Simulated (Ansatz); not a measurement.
This script makes a ranking of polymorphs by energy of 2 structures of ZnAg with the Python package of Ansatz (0.2.0).

`run_polymorphs.py`:
```python
"""Polymorphs of ZnAg, after relaxing atoms and volume at fixed cell shape."""

import warnings

import ansatz as az
import numpy as np
import spglib

XC = "pbesol"
DISPERSION = "d3bj"
SCF_TOL = 1e-07
K_SPACING = 0.26
FILLING = "gaussian"
WIDTH_EV = 0.1

PHASES = {
    "Cmmm": (
        [(1.55083222, -2.29968166, 0.0), (1.55083222, 2.29968166, 0.0), (0.0, 0.0, 4.42916164)],
        [
            ("Zn", (0.5, 0.5, 0.5)),
            ("Ag", (0.0, 0.0, 0.0)),
        ],
    ),
    "Pm-3m": (
        [(3.156, 0.0, 0.0), (0.0, 3.156, 0.0), (0.0, 0.0, 3.156)],
        [
            ("Zn", (0.5, 0.5, 0.5)),
            ("Ag", (0.0, 0.0, 0.0)),
        ],
    ),
}


def build(vectors, sites):
    crystal = az.Crystal(lattice=az.Lattice.of(vectors))
    for symbol, position in sites:
        crystal = crystal.atom(symbol, position)
    return crystal


def solve(name, crystal):
    calc = (
        crystal.calculation()
        .functional(XC, dispersion=DISPERSION)
        .pseudopotentials("nc")
        .accuracy("medium")
        .scf(tolerance=SCF_TOL, lower_state_search="off")
        .kpoints(spacing=K_SPACING)
        .occupations(FILLING, width=WIDTH_EV)
        .stress()
        .band_table()
    )
    calc = calc.relax(force_tolerance=0.01, max_steps=60, fix_cell=["shape"])
    return calc.run(threads=1, pin="off")


def space_group(outcome):
    sites = outcome.report["lattice"]["sites"]
    kinds = sorted({site["symbol"] for site in sites})
    cell = (outcome.lattice.cell_ang, [site["position_frac"] for site in sites], [kinds.index(site["symbol"]) for site in sites])
    return spglib.get_spacegroup(cell, symprec=0.01)


def volume_per_atom(outcome):
    return abs(np.linalg.det(outcome.lattice.cell_ang)) / len(outcome.lattice.sites)


def pressure_gpa(outcome):
    return float(np.trace(outcome.report["stress_gpa"]) / 3)

warnings.simplefilter("ignore")

phases = {name: build(*cell) for name, cell in PHASES.items()}

done = {name: solve(name, crystal) for name, crystal in phases.items()}

energy = {name: o.report["energy_sigma0_ev"] / len(o.lattice.sites) for name, o in done.items()}
lowest = min(energy.values())
rows = [(name, len(o.lattice.sites), 1000 * (energy[name] - lowest), space_group(o), volume_per_atom(o), pressure_gpa(o)) for name, o in done.items()]
rows.sort(key=lambda row: row[2])
print("     phase       atoms  dE (meV/atom)  space group  V (A^3/atom)     P (GPa)")
for row in rows:
    print(f"{str(row[0]):>10}  {row[1]:10d}  {row[2]:13.1f}  {str(row[3]):>11}  {row[4]:12.3f}  {row[5]:10.2f}")
```

Which of these structures comes out lowest, and how far apart are they?

By space group at the end of each run: Pm-3m (+0 meV an atom, 14.5 Å³) and Cmmm (+60 meV an atom, 14.8 Å³).

What the script printed:

```console
$ python run_polymorphs.py
     phase       atoms  dE (meV/atom)  space group  V (A^3/atom)     P (GPa)
     Pm-3m           2            0.0  Pm-3m (221)        14.532       -0.00
      Cmmm           2           60.2    Cmmm (65)        14.756       -0.05
```

Reading the output:
- The settings weren't tested for convergence.
- Dispersion corrections can be off by several per cent in the lattices of metals, and by several GPa in the pressure at a fixed cell.
- The program warned that this SCF threshold is loose for forces or stresses.
- Atoms and volume are relaxed with the cell's shape held, which in cells of lower than cubic symmetry can hide stresses and shift volumes.
- Pressure is positive in compression.
- The cells come from databases of deposited and of computed structures, and not all need be stable phases.
- The ranking holds among these structures alone, at zero temperature; the ground state may be another structure. Differences under about 40 meV an atom lie within the error of mesh and functional.
- The script silences warnings, which a real study should read.
- Finished in 52 s on 1 thread of Intel(R) Xeon(R) 6975P-C (Granite Rapids) (shared host), peak memory 0.63 GiB.
